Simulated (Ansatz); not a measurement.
**GeHBr (SMILES [GeH][Br]): a relaxed scan of the bond length Ge1–H3**

The task here is to estimate one member of a computed series from the others.

Program: Ansatz 0.2.0, Gaussian basis. Level of theory: single points in def2-TZVPP. These are calculated values, not measurements.

Levels: PBE-D4, r2SCAN-D4, PBE0-D4, B3LYP-D4, wB97M-V, Hartree-Fock, MP2, CCSD, CCSD(T). The scan takes 1.311, 1.378, 1.477, 1.592, 1.720, 1.857, 2.004, 2.157, 2.318 Å.

Cores are frozen in the correlated methods. Filled d shells of the heavier atoms are correlated. B3LYP uses VWN-RPA correlation.

18 further runs of the same task are left out: 18 set aside as unsound or not needed.

## The starting structure

SMILES `[GeH][Br]`, 3 atoms, charge 0, spin multiplicity 1.

Atoms are counted from 1 here; the program's logs count them from 0.

Bond lengths: Ge1–Br2 2.354 Å, Ge1–H3 1.633 Å. Angles: Br2–Ge1–H3 106.2°.

Coordinates:

```xyz
3
BrGeH
Ge    0.32080   -0.77070    0.08350
Br    0.78540    1.48020    0.59330
H    -1.11720   -0.77440   -0.69010
```

Set-up of the first run:

The input, pre/in.yaml:

```yaml
crystal:
  periodic: [false, false, false]
  atoms:
    - {symbol: Ge, position_ang: [0.320800, -0.770700, 0.083500]}
    - {symbol: Br, position_ang: [0.785400, 1.480200, 0.593300]}
    - {symbol: H, position_ang: [-1.117200, -0.774400, -0.690100]}
basis:
  gaussian: {orbitals: def2-SVP}
hamiltonian: {xc: pbe, dispersion: d4}
relax: {f_tol: 0.03, max_steps: 250}
```

No record of the launch command was kept for these runs.

Among the steps run: A first relaxation in a small basis; Relaxation at PBE0-D4; Reference energies at the minimum; Ge1–H3 = 1.311 Å; Ge1–H3 = 1.378 Å; Ge1–H3 = 1.477 Å; Ge1–H3 = 1.592 Å; Ge1–H3 = 1.720 Å; Ge1–H3 = 1.857 Å; Ge1–H3 = 2.004 Å; Ge1–H3 = 2.157 Å; Ge1–H3 = 2.318 Å.

One of the session's tables, all rows but one given; the rest of the session is left out.

It belongs to the step «The curves». Energies less that of the minimum at the same level (kcal/mol):

| bond length (Å) | PBE-D4 | PBE0-D4 | B3LYP-D4 | wB97M-V | Hartree-Fock |
| --- | --- | --- | --- | --- | --- |
| 1.311 | 20.8 | 19.6 | 19.8 | 18.7 | 19.1 |
| 1.378 | 11.3 | 10.4 | 10.5 | 9.7 | 9.7 |
| 1.477 | 3.3 | 2.7 | 2.8 | 2.3 | 2.2 |
| 1.592 | 0.0 | 0.0 | 0.0 | 0.0 | 0.0 |
| 1.598 (minimum) | 0.0 | 0.0 | 0.0 | 0.0 | 0.0 |
| 1.720 | 1.2 | 1.9 | 1.7 | 2.3 | 2.7 |
| 1.857 | 5.6 | 7.1 | 6.6 | 7.9 | 9.0 |
| 2.004 | 12.2 | 14.5 | 13.5 | 15.9 | 17.8 |
| 2.157 | ? | ? | ? | ? | ? |
| 2.318 | 28.3 | 32.5 | 30.6 | 34.8 | 38.6 |

**Question.** Estimate the row for bond length (Å) = 2.157.

Worked estimate for «PBE-D4». A straight line through the neighbours (2.004, 12.2) and (2.318, 28.3) gives 12.2 + (28.3 − 12.2) × (2.157 − 2.004) / (2.318 − 2.004) = 20.0; a parabola fitted to 3 rows on both sides gives 19.7.

The run gave: PBE-D4: 20.0; PBE0-D4: 23.2; B3LYP-D4: 21.8; wB97M-V: 25.1; Hartree-Fock: 27.9. In «PBE-D4» the line misses by 0.0 and the parabola by -0.3.

Caveats from the session: A polynomial through the near points puts the CCSD(T) minimum 0.012 Å below the PBE0-D4 value.
